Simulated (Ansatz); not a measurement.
# B2H4OS: the cost of one run

Program: Ansatz 0.2.0, Gaussian basis. Level of theory: the settings change from run to run. These are calculated values, not measurements.

**1. The molecule**

The structure was relaxed beforehand with PBE0-D4 in a triple-zeta def2 set.

SMILES `BB(O)S`, 8 atoms, charge 0, spin multiplicity 1.

Atoms are counted from 1 here; the program's logs count them from 0.

Bond lengths: B1–B2 1.672 Å, B1–H5 1.199 Å, B1–H6 1.199 Å, B2–O3 1.359 Å, B2–S4 1.826 Å, O3–H7 0.959 Å, S4–H8 1.344 Å. Angles: B2–B1–H5 121.6°, B2–B1–H6 121.6°, H5–B1–H6 116.5°, B1–B2–O3 131.6°, B1–B2–S4 113.8°, O3–B2–S4 114.6°, B2–O3–H7 113.9°, B2–S4–H8 97.0°.

**2. wB97X-V/cc-pVTZ-DK**

Options: the search for lower states set to light.

The input, in.yaml:

```yaml
crystal:
  periodic: [false, false, false]
  atoms:
    - {symbol: B, position_ang: [0.152227, 1.097220, 0.044777]}
    - {symbol: B, position_ang: [0.152805, -0.575111, 0.058374]}
    - {symbol: O, position_ang: [1.086670, -1.474026, 0.467137]}
    - {symbol: S, position_ang: [-1.381985, -1.317300, -0.594777]}
    - {symbol: H, position_ang: [0.503998, 1.717867, -0.918365]}
    - {symbol: H, position_ang: [-0.296878, 1.732675, 0.956486]}
    - {symbol: H, position_ang: [1.888215, -1.073897, 0.808709]}
    - {symbol: H, position_ang: [-2.012954, -0.164429, -0.878241]}
basis:
  gaussian: {orbitals: cc-pVTZ-DK}
hamiltonian: {xc: {name: wB97X-V}}
scf: {lower_state_search: light}
output: {forces: true}
```

Command:

```console
> ansatz run in.yaml --threads 2 --pin off --events-out ev --progress --plain --max-ram 4352MiB
```

**Question.** How long does this run take on 2 threads of Arm Neoverse V2, shared host, and how much memory does it need?

About 8.5 s, with a peak of 0.48 GiB.
